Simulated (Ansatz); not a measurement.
This script makes a frozen displacement of one atom of BaIrO3, space group Pm-3m with the Ansatz DFT code, driven from Python.

Script `run_push.py`:
```python
'''Energy and force of BaIrO3 as one atom is pushed off its site.'''

import warnings

import ansatz as az
import numpy as np

warnings.simplefilter('ignore', az.DeckWarning)

lattice = az.Lattice.of(
    (4.1009, 0.0, 0.0),
    (0.0, 4.1009, 0.0),
    (0.0, 0.0, 4.1009),
)
sites = [
    ('Ba', (0.5, 0.5, 0.5)),
    ('Ir', (0.0, 0.0, 0.0)),
    ('O', (0.5, 0.0, 0.0)),
    ('O', (0.0, 0.5, 0.0)),
    ('O', (0.0, 0.0, 0.5)),
]
xtal = az.Crystal(lattice=lattice)
for symbol, position in sites:
    xtal = xtal.atom(symbol, position)

inverse = np.linalg.inv(np.array(xtal.lattice.vectors))
home = np.array(xtal.sites[3].position)
values = np.linspace(-0.02, 0.02, 5)
energies, pulls = [], []
for shift in values:
    moved = xtal.move(3, to=home + shift * inverse[1])
    base = (
        moved.calculation()
        .scf(tolerance=1e-08)
        .kpoints(mesh=(6, 6, 6))
        .functional(az.Functional.LDA)
        .pseudopotentials('paw')
        .occupations(az.OccupationsMethod.FERMI_DIRAC)
        .forces()
    )
    data = base.run(threads=1).report
    energies.append(data['free_energy_ev'])
    pulls.append(data['forces_ev_ang'][3][1])

# the force is minus the slope of the free energy
print('shift (A)   dE (eV)   force along y (eV/A)')
for shift, e, f in zip(values, energies, pulls):
    print(f'{shift:8.3f} {e - energies[2]:10.5f} {f:12.4f}')
print(f'stiffness from energies {2 * np.polyfit(values, energies, 2)[0]:.3f}, from forces {-np.polyfit(values, pulls, 1)[0]:.3f} eV/A^2')
```

How stiff is this displacement, and do energies and forces agree?

The curvature of the energy gives 10.177 eV/Å² and the slope of the force 10.187 eV/Å², a positive curvature.

What the script printed:

`python run_push.py` gives:
```text
shift (A)   dE (eV)   force along y (eV/A)
  -0.020    0.00204       0.2038
  -0.010    0.00051       0.1017
   0.000    0.00000       0.0000
   0.010    0.00051      -0.1017
   0.020    0.00204      -0.2038
stiffness from energies 10.177, from forces 10.187 eV/A^2
```

What to keep in mind:
- The cell holds an odd number of electrons and is run without spin, so a magnetic state may lie lower.
- The mesh is modest for a metal, so energies can be off by several to tens of meV an atom and pressures by half a GPa or more; differences at equal mesh fare better.
- In a metal a curvature from energy changes of a few meV or less hangs on mesh and smearing, in size and even in sign.
- Spin-orbit coupling, which matters for elements this heavy, is left out.
- The starting cell is as deposited in a crystallographic database; the results hold for this polymorph, which needn't be the stable one.
- All periodic images of the atom move with it, so the curvature is one diagonal element of the zone-centre force constants and no normal mode; a positive value doesn't exclude soft modes in which several atoms move.
- The whole script took 25 s on 1 thread of Intel(R) Xeon(R) Platinum 8488C (Sapphire Rapids), on a shared host, peak memory 0.46 GiB.

(Lines on the test bed's own set-up are left out of the output.)
